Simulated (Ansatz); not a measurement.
# CH5BFNS: one species, many methods

Aim: compute CH5BFNS with functionals from several rungs and with coupled cluster, and see how far each lands from CCSD(T) at the basis-set limit for the atomisation energy.

Method: functionals in def2-TZVPP, the program's frozen cores in correlated methods; program: Ansatz 0.2.0, Gaussian basis.

Plan: PBE-D4, r2SCAN-D4, PBE0-D4, B3LYP-D4, ωB97X-V, ωB97M-V, B2PLYP; CCSD(T)/def2-TZVPP; MP2/def2-QZVPP; extrapolation to the limit.

### Step 1. The geometry

An earlier PBE0-D4 in a triple-zeta def2 set relaxation fixed the geometry.

SMILES `BNC(F)S`, 10 atoms, charge 0, spin multiplicity 1.

Atoms are counted from 1 here; the program's logs count them from 0.

Bond lengths: B1–N2 1.392 Å, B1–H6 1.194 Å, B1–H7 1.193 Å, N2–C3 1.421 Å, N2–H8 1.010 Å, C3–F4 1.384 Å, C3–S5 1.805 Å, C3–H9 1.093 Å, S5–H10 1.343 Å. Angles: N2–B1–H6 117.8°, N2–B1–H7 120.0°, H6–B1–H7 122.3°, B1–N2–C3 129.6°, B1–N2–H8 119.0°, C3–N2–H8 111.4°, N2–C3–F4 109.1°, N2–C3–S5 111.7°, N2–C3–H9 110.8°, F4–C3–S5 110.5°, F4–C3–H9 105.4°, S5–C3–H9 109.1°, C3–S5–H10 92.4°.

Geometry (Å):

```xyz
10

B     0.05858    1.28439    1.06226
N     0.26484   -0.06460    0.78728
C     0.02445   -0.79126   -0.40941
F    -1.02067   -1.67516   -0.20147
S    -0.34190    0.30610   -1.79492
H     0.30141    1.67037    2.16568
H    -0.33581    2.01337    0.20483
H     0.59080   -0.67023    1.52671
H     0.88449   -1.41476   -0.66467
H    -0.34309   -0.70932   -2.67330
```

### Step 2. PBE-D4 (GGA)

in.yaml

```yaml
crystal:
  periodic: [false, false, false]
  atoms:
    - {symbol: B, position_ang: [0.058583, 1.284394, 1.062261]}
    - {symbol: N, position_ang: [0.264836, -0.064601, 0.787281]}
    - {symbol: C, position_ang: [0.024454, -0.791259, -0.409413]}
    - {symbol: F, position_ang: [-1.020668, -1.675164, -0.201467]}
    - {symbol: S, position_ang: [-0.341896, 0.306097, -1.794919]}
    - {symbol: H, position_ang: [0.301412, 1.670369, 2.165683]}
    - {symbol: H, position_ang: [-0.335815, 2.013366, 0.204835]}
    - {symbol: H, position_ang: [0.590800, -0.670233, 1.526714]}
    - {symbol: H, position_ang: [0.884486, -1.414756, -0.664672]}
    - {symbol: H, position_ang: [-0.343094, -0.709315, -2.673302]}
basis:
  gaussian: {orbitals: def2-TZVPP}
hamiltonian: {xc: pbe, dispersion: d4}
output: {forces: true, orbitals: {seedname: orbitals}}
```

On the command line:

```console
> ansatz run in.yaml --threads 4 --pin off --events-out ev --progress --plain --max-ram 10444MiB
```

The runs that follow: r2SCAN-D4 (meta-GGA); PBE0-D4 (hybrid); B3LYP-D4 (hybrid); ωB97X-V (range-separated); ωB97M-V (range-separated); B2PLYP (double hybrid); CCSD(T) in def2-TZVPP; MP2 in def2-QZVPP.

Before running them: what should the planned runs give, taken together? Wanted: atomisation energy, CCSD(T)/CBS; farthest; mean size of error, hybrid; mean size of error, range-separated; gap, smallest and largest; T1 diagnostic; triples share of the correlation energy.

**Answer**, as computed:

```
                               quantity                                  value
        atomisation energy, CCSD(T)/CBS                          3579.3 kJ/mol
 functionals within 17.9 kJ/mol (0.5 %)  none; nearest B3LYP-D4 (+22.9 kJ/mol)
                               farthest                 PBE-D4 (+118.9 kJ/mol)
             mean size of error, hybrid                            27.0 kJ/mol
    mean size of error, range-separated                            36.3 kJ/mol
              gap, smallest and largest   4.85 eV (PBE-D4), 11.69 eV (ωB97X-V)
                          T1 diagnostic                                 0.0130
triples share of the correlation energy                                  3.8 %
```

PBE-D4 misses by +118.9 kJ/mol. Double hybrids carry the basis error of their MP2 part in triple zeta, and no dispersion term here, so their miss is partly the set-up's. Misses under about 17.9 kJ/mol are within the doubt on the reference itself, which lacks core-valence correlation, relativity and higher excitations. Hartree-Fock recovers 71 % of the binding; the rest is correlation. Orbital gaps span 4.9 to 11.7 eV; exact exchange widens them.
